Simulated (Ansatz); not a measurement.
HfB:

```
CELL_PARAMETERS angstrom
0.00000 2.31000 2.31000
2.31000 0.00000 2.31000
2.31000 2.31000 0.00000
ATOMIC_POSITIONS crystal
Hf 0.50000 0.50000 0.50000
B 0.00000 0.00000 0.00000
```

```yaml
Program: Ansatz 0.2.0
Task: relaxation of cell and atoms
Functional: PBEsol
Dispersion: D4
Potentials_or_basis: Ansatz PAW
Cutoff: "420 eV (not typed: the program's choice for these potentials)"
k_mesh: 10 × 10 × 10
Occupations: fermi-dirac, width 0.05 eV
Spin: no spin polarisation
```

At the start: volume 12.33 Å³/atom.

Where does the relaxation end?

It ends after 8 steps and the volume is 13.56 Å³/atom (+10.0 %); space group Fm-3m (No. 225, to 0.05 Å).

The path:
```
step  energy change (eV)  largest force (eV/Å)  volume (Å³)
   1              0.0000                0.0000        24.65
   2             -0.1137                0.0000        28.34
   3             -0.1439                0.0000        27.26
   4             -0.1445                0.0000        27.09
   5             -0.1445                0.0000        27.10
   6             -0.1468                0.0000        27.10
   7             -0.1468                0.0000        27.11
   8             -0.1468                0.0000        27.11
```

Final structure:
```cif
data_structure
_symmetry_space_group_name_H-M 'P 1'
_symmetry_Int_Tables_number 1
_cell_length_a 3.3721
_cell_length_b 3.3721
_cell_length_c 3.3721
_cell_angle_alpha 60.000
_cell_angle_beta 60.000
_cell_angle_gamma 60.000
_cell_volume 27.11
loop_
_atom_site_label
_atom_site_type_symbol
_atom_site_fract_x
_atom_site_fract_y
_atom_site_fract_z
_atom_site_occupancy
Hf1 Hf 0.50000 0.50000 0.50000 1
B1 B 0.00000 0.00000 0.00000 1
```

Caveat: the plane-wave basis is chosen anew once the cell has moved, so the energies of steps on either side of that aren't comparable; pairwise dispersion overbinds metals, which lowers pressure and volume; the PAW data sets come from PBE, with cores solved anew for the run's functional, which leaves a small shift of forces and pressure.
